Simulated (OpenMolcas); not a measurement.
**GeSiH5Cl (SMILES Cl[SiH2][GeH3]) at 6 levels**

Wanted: a comparison of 6 runs (HF/STO-3G, B2PLYP/cc-pVDZ, B3LYP/cc-pVDZ, M06-2X/cc-pVDZ, M06-L/cc-pVDZ, CCSD(T)/cc-pVDZ) of GeSiH5Cl. 

The results are computed with OpenMolcas 26.06.

1 further run of the same task is left out (set aside as unsound or not needed).

## Step 1: Starting point

The species is GeSiH5Cl (8 atoms), meant as a singlet with charge 0. SMILES: `Cl[SiH2][GeH3]`. Geometry: relaxed at PBE0-D4/def2-TZVP.

Bond lengths: Cl1–Si2 2.062 Å, Si2–Ge3 2.377 Å, Si2–H4 1.484 Å, Si2–H5 1.484 Å, Ge3–H6 1.536 Å, Ge3–H7 1.538 Å, Ge3–H8 1.536 Å. Some angles: Cl1–Si2–Ge3 109.1°, Cl1–Si2–H4 107.8°, Cl1–Si2–H5 107.8°, Ge3–Si2–H4 111.5°, Ge3–Si2–H5 111.5°, Si2–Ge3–H6 110.0°, Si2–Ge3–H7 109.9°, Si2–Ge3–H8 110.0°, H4–Si2–H5 109.1°, H6–Ge3–H7 108.9°.

## Step 2: Energy and gradient at HF/STO-3G (run 1)

The input, mol.input:

```
* ClGeH5Si Hartree-Fock
&gateway
baslib=$CurrDir
coord
8
angstrom
Cl      -2.290300       1.217200      -0.310600
Si      -0.414100       0.602600      -0.906900
Ge       0.581500      -0.662200       0.842700
H       -0.573600      -0.206400      -2.140800
H        0.380700       1.815700      -1.222200
H        0.711200       0.201700       2.106100
H        1.981500      -1.135500       0.415600
H       -0.284600      -1.890300       1.160200
basis=STO-3G
group=NoSym
&seward
&scf
thresholds=1e-10 1e-07 1e-07 1e-05
prorbitals=0
&alaska
```

The basis set STO-3G is read from a file made from the Basis Set Exchange's data (not shown).

On the command line:

```bash
$ export MOLCAS_MEM=1860
$ pymolcas mol.input > mol.log
```

The log of the run:

```text
--- Start Module: gateway ---
[...]
--- Stop Module: gateway /rc=_RC_ALL_IS_WELL_ ---
[...]
      Basis functions           41
[...]
--- Start Module: scf ---
[...]
       Convergence after   9 Iterations
[...]
::    Total SCF energy                              -2794.9278758443
[...]
      Total spin, S                                     0.0000000000
[...]
      Total electronic charge=   68.000000
      Total            charge=   -0.000000
[...]
      Dipole Moment (debye):
      Origin of the operator (angstrom)=   -0.3274    0.0652    0.1859
                   X=  2.7390E+00               Y= -1.0130E+00               Z= -6.1587E-01           Total=  2.9846E+00
      Quadrupole Moment (debye*angstrom):
[...]
 *              Molecular gradients               *
 **************************************************
  Irreducible representation: a
 ------------------------------------------------------------------------------------------
                              X                       Y                       Z
 ------------------------------------------------------------------------------------------
  CL1               1.62318328780344E-02   -6.59243049746294E-03   -2.35091379737717E-03
  SI2              -4.05303915521971E-02    1.01940162867820E-02    1.95591671892537E-02
  GE3              -1.07715024598392E-02    1.35404334831506E-02   -1.86297680724401E-02
  H4               -1.34960331272221E-03   -1.83496708712299E-02   -2.45879106798697E-02
  H5                1.85887842994199E-02    2.38963084809232E-02   -5.42305783003361E-03
  H6                3.26497005038062E-03    2.28348781449199E-02    3.36319941982808E-02
  H7                3.76375327536849E-02   -1.30336782752183E-02   -1.08051691532767E-02
  H8               -2.30716226566763E-02   -3.24898567518552E-02    8.60565814552849E-03
[...]
```

Run time: 3.3 s. Hardware: 1 thread of Intel Xeon Platinum 8259CL at 2.50GHz (Skylake/Cascade Lake), shared host; peak memory 0.38 GiB.

## Step 3: A single-point energy at B2PLYP/cc-pVDZ (run 2)

The input, test.inp:

```
&GATEWAY
 BasLib
 $CurrDir
 Coord
 8
 angstrom
 Cl      -2.290300       1.217200      -0.310600
 Si      -0.414100       0.602600      -0.906900
 Ge       0.581500      -0.662200       0.842700
 H       -0.573600      -0.206400      -2.140800
 H        0.380700       1.815700      -1.222200
 H        0.711200       0.201700       2.106100
 H        1.981500      -1.135500       0.415600
 H       -0.284600      -1.890300       1.160200
 Basis
 cc-pVDZ
 Group
 NoSym

&SEWARD
 GridInput
 Grid=UltraFine
 End of Grid

&SCF
 KSDFT
 B2PLYP_SCF
 Thresholds
 1e-10 1e-07 1e-07 1e-05
 PrOrbitals
 1 1

&MBPT2
 Frozen
 19
```

The basis set cc-pVDZ is read from a file made from the Basis Set Exchange's data (not shown).

On the command line:

```bash
$ export MOLCAS_MEM=1860
$ pymolcas test.inp > test.log
```

The log of the run:

```text
--- Start Module: gateway ---
[...]
--- Stop Module: gateway /rc=_RC_ALL_IS_WELL_ ---
[...]
      Basis functions           88
[...]
--- Start Module: scf ---
[...]
       Convergence after  12 Iterations
[...]
::    Total KS-DFT energy                           -2828.8906177706
[...]
      Total spin, S                                     0.0000000000
[...]
      Total electronic charge=   68.000000
      Total            charge=   -0.000000
[...]
      Dipole Moment (debye):
      Origin of the operator (angstrom)=   -0.3274    0.0652    0.1859
                   X=  1.3799E+00               Y= -5.2062E-01               Z= -2.8790E-01           Total=  1.5026E+00
      Quadrupole Moment (debye*angstrom):
[...]
--- Stop Module: scf /rc=_RC_ALL_IS_WELL_ ---
[...]
--- Start Module: mbpt2 ---
[...]
 ###    WARNING: MP2 implementation intended for RHF references only         ###
 ###############################################################################
MBPT2 WARNING: Reference function according to RunFile:KS-DFT
I'll assume you know what you're doing and continue
WARNING!
Default frozen orbitals as non valence orbitals is overwritten by user input.
Default values:  21
[...]
       Reference weight ( Cref**2 )         =        0.81160
::    Total MBPT2 energy                            -2829.3318270399
[...]
      Total MBPT2 calculations                           0.37      0.41
--- Stop Module: mbpt2 /rc=_RC_ALL_IS_WELL_ ---
[...]
```

Wall time 31 s (1 thread of Intel Xeon Platinum 8259CL at 2.50GHz (Skylake/Cascade Lake), shared host); peak memory 0.48 GiB.

Runs 3 to 5 aren't shown in full; the table further down has their settings and results.

## Step 4: The energy at CCSD(T)/cc-pVDZ (run 6)

The input, test.inp:

```
>>> EXPORT MOLCAS_PRINT=2

&GATEWAY
  BasLib=$CurrDir
  Coord
  8
  angstrom
  Cl      -2.290300       1.217200      -0.310600
  Si      -0.414100       0.602600      -0.906900
  Ge       0.581500      -0.662200       0.842700
  H       -0.573600      -0.206400      -2.140800
  H        0.380700       1.815700      -1.222200
  H        0.711200       0.201700       2.106100
  H        1.981500      -1.135500       0.415600
  H       -0.284600      -1.890300       1.160200
  Basis=cc-pVDZ
  Group=NoSym

&SEWARD

&SCF
  Thresholds=1e-10 1e-07 1e-07 1e-05
  PrOrbitals=1 1

&RASSCF
  FileOrb=$Project.ScfOrb
  Spin=1
  Nactel=0 0 0
  Inactive=34
  Ras2=0
  OutOrbitals=Canonical
  OrbListing=Nothing

&MOTRA
  JobIph
  Frozen=19

&CCSDT
  CCT
  Triples=2
  Iterations=80
  Accuracy=1e-08
  Extrapolation=5 4
```

The basis set cc-pVDZ is read from a file made from the Basis Set Exchange's data (not shown).

On the command line:

```bash
$ export MOLCAS_MEM=1860
$ pymolcas test.inp > test.log
```

The log of the run:

```text
--- Start Module: gateway ---
[...]
--- Stop Module: gateway /rc=_RC_ALL_IS_WELL_ ---
[...]
      Basis functions           88
[...]
       Convergence after  12 Iterations
[...]
::    Total SCF energy                              -2826.7218714459
[...]
      Total spin, S                                     0.0000000000
[...]
      Number of active orbitals                  0
[...]
      Spin quantum number                      0.0
[...]
      Active orbitals                            0
[...]
      Number of CSFs                             1
[...]
      Number of root(s) required                 1
[...]
      Convergence after  4 iterations
[...]
      Natural orbitals and occupation numbers for root  1
      ************************************************************************************************************************
      *                                                    Final results                                                     *
      ************************************************************************************************************************
[...]
::    RASSCF root number  1 Total energy:  -2826.72187145
[...]
      Total electronic charge=   68.000000
      Total            charge=   -0.000000
[...]
      Dipole Moment (debye):
      Origin of the operator (angstrom)=   -0.3274    0.0652    0.1859
                   X=  1.5058E+00               Y= -5.5952E-01               Z= -3.3309E-01           Total=  1.6405E+00
      Quadrupole Moment (debye*angstrom):
[...]
--- Start Module: motra ---
[...]
--- Stop Module: motra /rc=_RC_ALL_IS_WELL_ ---
[...]
--- Start Module: ccsdt ---
[...]
      Convergence after                    14  Iterations
      Total energy (diff) :   -2827.13061811      -0.00000001
[...]
 METHOD                       : CCSD+T(CCSD)+<T3(1)WT1> = CCSD(T)
[...]
       CCSD     =     -2827.1306181095733
[...]
```

Wall time 70 s (1 thread of Intel Xeon Platinum 8259CL at 2.50GHz (Skylake/Cascade Lake), shared host); peak memory 0.48 GiB.

## Step 5: The series

```
run            level      task  frozen core orbitals   energy (Eh)  dipole moment (D) of the reference  HOMO energy (eV)  LUMO energy (eV)  wall time
  1        HF/STO-3G  gradient                     –  -2794.927876                                2.98             -8.95              8.96      3.3 s
  2   B2PLYP/cc-pVDZ    energy                    19  -2829.009744                                1.50             -9.07              1.04       31 s
  3    B3LYP/cc-pVDZ  gradient                     –  -2829.790098                                1.38             -7.84             -0.38       48 s
  4   M06-2X/cc-pVDZ  gradient                     –  -2829.657557                                1.50             -9.12              0.53       58 s
  5    M06-L/cc-pVDZ  gradient                     –  -2829.648973                                1.56             -7.19             -0.65       62 s
  6  CCSD(T)/cc-pVDZ    energy                    19  -2827.140642                                1.64            -10.82              3.06       70 s
```

## Step 6: Outcome

| quantity | value |
| --- | --- |
| run 6: total energy | -2827.14064 Eh |
| run 6: dipole moment (mean-field density) | 1.64 D |
| run 6: HOMO energy (Hartree–Fock orbitals) | -10.82 eV |
| run 6: LUMO energy (Hartree–Fock orbitals) | 3.06 eV |
| run 6: HOMO–LUMO gap (Hartree–Fock orbitals) | 13.88 eV |
| run 6: correlation energy (19 core orbitals frozen) | -418.8 mEh |
| run 6: (T) correction | -10.02 mEh |

In words: Over runs 1, 2, 3, 4, 5 the dipole moment (its size) runs from 1.38 D (B3LYP/cc-pVDZ) to 2.98 D (HF/STO-3G). The two ends differ in method and basis. Over runs 1, 2, 3, 4, 5 the HOMO–LUMO gap runs from 6.54 eV (M06-L/cc-pVDZ) to 17.91 eV (HF/STO-3G). For B2PLYP the log adds the whole second-order term; the table takes 0.27 of it, as the functional is defined. Totals of different functionals can't be ranked against each other. In run 1 the basis is minimal, so the values are rough. All runs together took 4.5 min, the longest 70 s.
